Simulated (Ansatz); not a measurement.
# SiAu3 (Fm-3m) in Ansatz: single point with PBEsol

Aim: the single point of SiAu3 with PBEsol.

Program: Ansatz 0.2.0. These are calculated values, not measurements. Logs are shortened: lines on timing, memory, paths and dates and some standing lists are left out, and cuts for length are marked.

### 1 The crystal as given

It takes space group Fm-3m (No. 225, cubic). Conventional cell: a = 6.571 Å, b = 6.571 Å, c = 6.571 Å, α = 90.00°, β = 90.00°, γ = 90.00°. Around Au (site symmetry m-3m) lie 8 Au at 2.85 Å. Au (site symmetry -43m) has 4 Si at 2.85 Å and 4 Au at 2.85 Å as nearest neighbours. Si (site symmetry m-3m) has 8 Au at 2.85 Å as nearest neighbours.

The cell comes from a database or a generator and needn't be the stable form of this composition.

### 2 Single point, PBEsol

File input.yaml:

```yaml
crystal:
  lattice:
    - [0.0, 3.285734, 3.285734]
    - [3.285734, 0.0, 3.285734]
    - [3.285734, 3.285734, 0.0]
  atoms:
    - { symbol: Au, position: [0.5, 0.5, 0.5] }
    - { symbol: Au, position: [0.75, 0.75, 0.75] }
    - { symbol: Au, position: [0.25, 0.25, 0.25] }
    - { symbol: Si, position: [0.0, 0.0, 0.0] }
hamiltonian:
  xc: pbesol
  pseudopotentials: { kind: paw }
kpoints:
  mp_grid: { grid: [7, 7, 7] }
scf:
  occupations: { method: gaussian, width: 0.05 }
output:
  forces: true
  stress: true
  eigenvalues: true
```

Potentials or basis: Ansatz PAW.

Run with:

```console
> ansatz run input.yaml --threads 2 --pin off --max-ram 5632MiB --backend cpu --events-out ev --progress --plain --runs-dir out
```

Log:

```text
Warning: RAYON_NUM_THREADS=2 ignored (pool sized by the plan → 2); use --threads N
Engine: ansatz 0.2.0, aarch64-unknown-linux-gnu
Pseudopotentials: kind: paw
Pseudopotential: Au, paw, valence charge 19, recommended cutoff 420 eV (normal), Au.paw.azcp
Pseudopotential: Si, paw, valence charge 4, recommended cutoff 420 eV (normal), Si.paw.azcp
Functional definition: PBEsol
  exchange = pbesol_x
  correlation = pbesol_c
Crystal: 4 atoms, lattice volume = 70.946 Å³
Basis set: ecut = 420 eV, 1411 PW (Γ), exchange–correlation on 64×64×64 points (8 copies of the dense FFT grid, shifted against one another)
Bands: 37, of which v1, the nominal top of the filled ones, is band 31 counted from 1 (30 counted from 0)
Symmetry: 48 space group operations
Space group: Fm-3m (ITA 225), of the structure as read, at distance tolerance 4.1e-5 Å
k-points: 20 of 343
Non-local potential: Au, projectors of the file, l = 0: 3, l = 1: 2, l = 2: 2, l = 3: 1
Non-local potential: Si, projectors of the file, l = 0: 2, l = 1: 2, l = 2: 2
PAW form: soft (Blöchl's): semilocal exchange-correlation on the pseudo side does not see the compensation charge
PAW frozen core: Au, regenerated for the run's functional, and the local potential with it (the file was generated under x = pbe(κ = 0.804, μ = 0.2195149727645171), c = pbe(β = 0.06672455060314922))
PAW frozen core: Si, regenerated for the run's functional, and the local potential with it (the file was generated under x = pbe(κ = 0.804, μ = 0.2195149727645171), c = pbe(β = 0.06672455060314922))
PAW one-centre angular grid: Au, 590 points (default); XC on 64 Gauss nodes
PAW one-centre angular grid: Si, 110 points (default); XC on 64 Gauss nodes
Initial density: superposition of atomic densities (neutral atoms: chi_scale 0, normalization atom), corrected by the library's trained network
Initial wavefunctions: pseudopotential atomic-orbital guess
Functional: x = pbesol(κ = 0.804, μ = 0.12345679012345678), c = pbesol(β = 0.046)
SCF iter   1: F=—  HF=-39642.231746 eV  |F-HF|=—  |Δ(HF+E_count)|=         —  Δρ=4.04e-3  dr2=8.53e-3  ethr=1.77e-3  ⟨swp⟩=5.9  Hψ=2685  notcnv=0  defer=2
preconditioner: auto → none  [insulator: Δε(μ)=0.174 eV  Ē_g=8.693 eV  σ=0.050 eV  W_gap=0.54  n_scr=14 (ndim 8)  ℏωp=26.8 eV  f_vac=0.000  D(μ)=0.79/eV (n_scr^D=0)  ε∞_Penn≈10.5]
SCF iter   2: F=—  HF=-39642.232229 eV  |F-HF|=—  |Δ(HF+E_count)|=   4.83e-4  Δρ=1.40e-3  dr2=4.56e-4  ethr=1.40e-5  ⟨swp⟩=2.1  Hψ=1235  notcnv=0  defer=3
SCF iter   3: F=—  HF=-39642.232252 eV  |F-HF|=—  |Δ(HF+E_count)|=   2.31e-5  Δρ=4.61e-4  dr2=4.59e-5  ethr=7.48e-7  ⟨swp⟩=1.0  Hψ=709  notcnv=0
automatic band count: iteration 3 solves 36 bands in place of 37: the levels show a gap, and the empty bands left out lie too high to hold charge; the band table lists the bands solved (type scf.n_extra_bands for more)
SCF iter   4: F=—  HF=-39642.232277 eV  |F-HF|=—  |Δ(HF+E_count)|=   2.53e-5  Δρ=2.74e-5  dr2=1.59e-7  ethr=7.53e-8  ⟨swp⟩=2.2  Hψ=1300  notcnv=0
iter 5 did not close the SCF: its close was put off for the readings that it lacked (scf_convergence_deferred on its scf_iter line)
SCF iter   5: F=-39642.232277 eV  HF=-39642.232277 eV  |F-HF|=1.35e-8  |Δ(HF+E_count)|=   1.57e-7  Δρ=6.28e-6  dr2=1.98e-8  ethr=2.60e-10  ⟨swp⟩=2.0  Hψ=1277  notcnv=0
SCF iter   6: F=-39642.232277 eV  HF=-39642.232277 eV  |F-HF|=3.78e-10  |Δ(HF+E_count)|=   2.53e-9  Δρ=1.36e-6  dr2=6.38e-10  ethr=3.25e-11  ⟨swp⟩=3.0  Hψ=2227  notcnv=0
SCF 1 converged in 6 iterations: F = -39642.232277 eV  dr2 = 6.38e-10
SCF converged after 6 iterations
Free energy (F): -39642.232277 eV
Harris-Foulkes:  -39642.232277 eV  (|F-HF|=3.78e-10)
Internal energy: -39642.231296 eV  (E = F + TS)
E sigma→0 (E₀):  -39642.231787 eV
Entropy (-TS):   -0.000982 eV (-0.245 meV/atom)
Fermi energy:    16.915260 eV
--- Per-component energies (eV) ---
  E_band       = -804.241157
  E_kinetic    = 1848.795219
  E_local      = -6493.386217  (includes V_loc(G=0)·N_el)
  E_nonlocal   = 256.636101
  E_hartree    = 2772.212885
  E_xc         = -733.087215
  E_vxc        = -868.787756  (∫ρ·V_xc dr)
  E_paw        = -29194.486158  (= ΣΔE_a)
  E_vpaw       = -1091.929621  (= ΣTr[D̂ρ^β])
  E_aug_tail   = 0.004146  (compensation charges beyond the density's cutoff)
  E_ewald      = -8099.880054
  E_core_change = 0.959998  (= ΣΔE_core)
  E_smearing   = -0.000982  (= −TS)
  E_closure    = 0.000000  (closes the sum)
  Σ components = -39642.232277   (vs F -39642.232277, Δ=0.00e0)
--- Forces (eV/Å), atoms counted from 1 ---
  atom   1  Au     0.00000000     0.00000000    -0.00000000
  atom   2  Au    -0.00000000     0.00000000     0.00000000
  atom   3  Au     0.00000000    -0.00000000    -0.00000000
  atom   4  Si    -0.00000000     0.00000000    -0.00000000
  max |Σ_I F_I| component: 2.31e-18 eV/Å
--- Stress (GPa, compression-positive) ---
       -7.579841      -0.000000       0.000000
       -0.000000      -7.579841      -0.000000
        0.000000      -0.000000      -7.579841
  P = ⅓ Tr σ = -7.5798 GPa (-75.798 kbar)
--- Band table (eV; the first three rows and the last of 20) ---
  k-point 0: bands = ["-89.0085", "-89.0070", "-88.7797", "-40.4062", "-40.4062", "-40.4062", "-40.3998", "-40.3998", "-40.3998", "-40.1724", "-40.1724", "-40.1724", "5.9182", "10.6017", "10.6017", "10.8155", "10.8155", "10.8155", "11.6664", "11.6664", "11.6664", "13.5663", "13.5663", "13.5663", "13.7709", "13.7709", "13.8194", "13.8194", "14.9323", "18.6534", "18.6534", "18.6534", "19.2483", "20.8812", "20.8812", "20.8812"]
  k-point 1: bands = ["-89.0085", "-89.0071", "-88.7797", "-40.4108", "-40.4079", "-40.4079", "-40.3988", "-40.3988", "-40.3943", "-40.1735", "-40.1718", "-40.1718", "6.1511", "10.5501", "10.5652", "10.5652", "11.0001", "11.0001", "11.6690", "11.6690", "11.7221", "13.1254", "13.3129", "13.3129", "13.7356", "13.7356", "13.9121", "13.9121", "15.2725", "17.9599", "18.6252", "18.6252", "18.9225", "20.7002", "20.7002", "20.7534"]
  k-point 2: bands = ["-89.0082", "-89.0072", "-88.7798", "-40.4118", "-40.4107", "-40.4107", "-40.3975", "-40.3975", "-40.3914", "-40.1757", "-40.1703", "-40.1703", "6.8004", "10.1136", "10.6419", "10.6419", "11.2107", "11.2107", "11.3636", "11.7784", "11.7784", "12.6403", "12.8653", "12.8653", "13.6755", "13.6755", "13.9275", "13.9275", "15.6168", "16.2737", "18.5800", "18.5800", "19.3354", "20.2443", "20.2443", "20.9592"]
  k-point 19: bands = ["-89.0077", "-89.0076", "-88.7799", "-40.4272", "-40.4139", "-40.4071", "-40.4027", "-40.3861", "-40.3844", "-40.1764", "-40.1725", "-40.1660", "8.1138", "10.0279", "10.0466", "10.5911", "11.3067", "11.5182", "11.7029", "12.0238", "12.1122", "12.3165", "12.6707", "12.8068", "13.2793", "13.5606", "13.8166", "13.9377", "14.2644", "14.5921", "14.9626", "18.8866", "20.8013", "21.1618", "21.1694", "24.1918"]
```

Run time: 1.5 s. Hardware: 2 threads of Arm Neoverse V2, shared host; peak memory 0.35 GiB.

Results:

| Property | Result |
| --- | --- |
| Free energy | -39642.2323 eV |
| Pressure | -7.6 GPa |
| Band gap on the k mesh | none (metal or under the smearing width) |

Levels at points of the mesh, in eV from the Fermi level:
```
           k point  band 26  band 27  band 28  band 29  band 30  band 31  band 32  band 33  band 34  band 35
(0.00, 0.00, 0.00)    -3.14    -3.10    -3.10    -1.98     1.74     1.74     1.74     2.33     3.97     3.97
```

Caveat: the PAW data sets come from PBE, with cores solved anew for the run's functional, which leaves a small shift of forces and pressure.
